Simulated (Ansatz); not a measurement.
NbTe:

```
CELL_PARAMETERS angstrom
3.70297 0.00000 0.00000
-1.85149 3.20687 0.00000
0.00000 0.00000 3.69421
ATOMIC_POSITIONS crystal
Te 0.66667 0.33333 0.00000
Nb 0.00000 0.00000 0.50000
```

The cell comes from a database or a generator and needn't be the stable form of this composition.

Below is the output of Ansatz 0.2.0 for this cell. Logs are shortened: lines on timing, memory, paths and dates and some standing lists are left out, and cuts for length are marked.

```text
Warning: RAYON_NUM_THREADS=2 ignored (pool sized by the plan → 2); use --threads N
Engine: ansatz 0.2.0, aarch64-unknown-linux-gnu
Pseudopotentials: kind: paw
Pseudopotential: Te, paw, valence charge 16, recommended cutoff 420 eV (normal), Te.paw.azcp
Pseudopotential: Nb, paw, valence charge 13, recommended cutoff 420 eV (normal), Nb.paw.azcp
Functional definition: PBEsol
  exchange = pbesol_x
  correlation = pbesol_c
Crystal: 2 atoms, lattice volume = 43.869 Å³
Basis set: ecut = 420 eV, 865 PW (Γ), exchange–correlation on 50×50×50 points (8 copies of the dense FFT grid, shifted against one another)
Bands: 19, of which v1, the nominal top of the filled ones, is band 15 counted from 1 (14 counted from 0)
Symmetry: 12 space group operations
Space group: P-6m2 (ITA 187), of the structure as read, at distance tolerance 3.5e-5 Å
k-points: 40 of 448 (time reversal used)
Non-local potential: Te, projectors of the file, l = 0: 2, l = 1: 2, l = 2: 2, l = 3: 2
Non-local potential: Nb, projectors of the file, l = 0: 3, l = 1: 2, l = 2: 2, l = 3: 1
PAW form: soft (Blöchl's): semilocal exchange-correlation on the pseudo side does not see the compensation charge
PAW frozen core: Te, regenerated for the run's functional, and the local potential with it (the file was generated under x = pbe(κ = 0.804, μ = 0.2195149727645171), c = pbe(β = 0.06672455060314922))
PAW frozen core: Nb, regenerated for the run's functional, and the local potential with it (the file was generated under x = pbe(κ = 0.804, μ = 0.2195149727645171), c = pbe(β = 0.06672455060314922))
PAW one-centre angular grid: Te, 590 points (default); XC on 64 Gauss nodes
PAW one-centre angular grid: Nb, 590 points (default); XC on 64 Gauss nodes
Initial density: superposition of atomic densities (neutral atoms: chi_scale 0, normalization atom), corrected by the library's trained network
Initial wavefunctions: pseudopotential atomic-orbital guess
Functional: x = pbesol(κ = 0.804, μ = 0.12345679012345678), c = pbesol(β = 0.046)
SCF iter   1: F=—  HF=-11397.362521 eV  |F-HF|=—  |Δ(HF+E_count)|=         —  Δρ=7.33e-3  dr2=1.12e-2  ethr=1.77e-3  ⟨swp⟩=6.0  Hψ=3929  notcnv=0
preconditioner: auto → none  [metal: Δε(μ)=0.062 eV  Ē_g=7.578 eV  σ=0.050 eV  W_gap=0.28  n_scr=8 (ndim 8)  ℏωp=18.6 eV  f_vac=0.000  D(μ)=1.34/eV (n_scr^D=8)  sad-step TF]
SCF iter   2: F=—  HF=-11397.361241 eV  |F-HF|=—  |Δ(HF+E_count)|=   1.28e-3  Δρ=4.33e-3  dr2=4.57e-3  ethr=3.86e-5  ⟨swp⟩=1.3  Hψ=1102  notcnv=0
SCF iter   3: F=—  HF=-11397.360755 eV  |F-HF|=—  |Δ(HF+E_count)|=   4.85e-4  Δρ=2.92e-4  dr2=1.98e-5  ethr=1.57e-5  ⟨swp⟩=2.2  Hψ=1027  notcnv=0
[... 79 lines left out ...]
Free energy (F): -11397.393832 eV
Harris-Foulkes:  -11397.393832 eV  (|F-HF|=3.64e-12)
Internal energy: -11397.384013 eV  (E = F + TS)
E sigma→0 (E₀):  -11397.388923 eV
Entropy (-TS):   -0.009820 eV (-4.910 meV/atom)
Fermi energy:    16.643519 eV
--- Per-component energies (eV) ---
  E_band       = -257.993622
  E_kinetic    = 578.273601
  E_local      = -1662.525721  (includes V_loc(G=0)·N_el)
  E_nonlocal   = -184.023118
  E_hartree    = 909.894744
  E_xc         = -298.808285
  E_vxc        = -318.140472  (∫ρ·V_xc dr)
  E_paw        = -7604.371252  (= ΣΔE_a)
  E_vpaw       = -491.367226  (= ΣTr[D̂ρ^β])
  E_aug_tail   = -0.000171  (compensation charges beyond the density's cutoff)
  E_ewald      = -3136.387335
  E_core_change = 0.563524  (= ΣΔE_core)
  E_smearing   = -0.009820  (= −TS)
  E_closure    = 0.000000  (closes the sum)
  Σ components = -11397.393832   (vs F -11397.393832, Δ=0.00e0)
--- Forces (eV/Å), atoms counted from 1 ---
  atom   1  Te     0.00000000    -0.00000000     0.00000000
  atom   2  Nb     0.00000000    -0.00000000     0.00000000
  max |Σ_I F_I| component: 1.11e-16 eV/Å
--- Stress (GPa, compression-positive) ---
        0.022757       0.000000       0.000000
        0.000000       0.022757       0.000000
        0.000000       0.000000      -0.008392
  P = ⅓ Tr σ = 0.0124 GPa (0.124 kbar)
--- Band table (eV; the first three rows and the last of 40) ---
  k-point 0: bands = ["-38.7902", "-21.4346", "-21.4346", "-21.4233", "-21.4233", "-21.4224", "-15.0444", "-14.8166", "-14.8166", "2.0658", "13.4067", "13.4582", "13.4582", "14.1531", "16.7728", "16.7728", "19.2517", "19.2517", "19.7940"]
  k-point 1: bands = ["-38.7891", "-21.4343", "-21.4343", "-21.4246", "-21.4246", "-21.4198", "-15.0692", "-14.8141", "-14.8141", "2.2782", "12.0846", "13.5788", "13.5788", "14.9575", "16.3267", "16.3267", "19.4980", "19.4980", "20.2886"]
  k-point 2: bands = ["-38.7866", "-21.4333", "-21.4333", "-21.4277", "-21.4277", "-21.4139", "-15.1245", "-14.8086", "-14.8086", "2.8295", "10.2891", "13.8475", "13.8475", "15.7481", "15.7481", "16.0097", "19.2035", "19.2035", "21.0972"]
  k-point 39: bands = ["-38.7727", "-21.4394", "-21.4310", "-21.4266", "-21.4207", "-21.4003", "-15.1071", "-14.9385", "-14.8798", "4.3476", "10.1720", "10.7980", "11.9363", "15.3149", "17.8091", "18.4625", "19.0263", "19.2583", "20.2253"]
--- Relaxed structure (5 steps of the walk, 4 accepted, 1 SCFs on fresh bases) ---
  F+E_penalty+E_count = -11397.39383245 eV   max|allowed force component| = 1.850e-17 eV/Å   (the final SCF, on the basis selected at the relaxed cell)
  cell:  # Å, volume = 41.9221 Å³
    - [3.6298762600320122, 0.0, 0.0]
    - [-1.8149381300160061, 3.143565053781771, 0.0]
    - [0.0, 0.0, 3.6739123223302226]
  atoms:
    - { symbol: Te, position: [0.6666666666666667, 0.33333333333333337, 0.0] }
    - { symbol: Nb, position: [-2.775557561562892e-17, -5.1248110351025006e-33, 0.5] }
```

Question: Write the input and the command behind it.

Answer: Relaxation of cell and atoms with PBEsol, no spin polarisation. The files as run (others can give the same):

input.yaml
```yaml
crystal:
  lattice:
    - [3.7029743866, 0.0, 0.0]
    - [-1.8514871933, 3.2068698884, 0.0]
    - [0.0, 0.0, 3.694211]
  atoms:
    - { symbol: Te, position: [0.6666666667, 0.3333333333, 0.0] }
    - { symbol: Nb, position: [0.0, 0.0, 0.5] }
hamiltonian:
  xc: pbesol
  pseudopotentials: { kind: paw }
kpoints:
  mp_grid: { grid: [8, 8, 7] }
scf:
  occupations: { method: fermi_dirac, width: 0.05 }
output:
  forces: true
  stress: true
  eigenvalues: true
relax:
  f_tol: 0.01
  max_steps: 40
  cell: { stress_tol: 0.05 }
```

Potentials or basis: Ansatz PAW.
The run is started by
```bash
$ ansatz run input.yaml --threads 2 --pin off --max-ram 5632MiB --backend cpu --events-out ev --progress --plain --runs-dir out
```

Caveat: the plane-wave basis is chosen anew once the cell has moved, so the energies of steps on either side of that aren't comparable; the PAW data sets come from PBE, with cores solved anew for the run's functional, which leaves a small shift of forces and pressure.
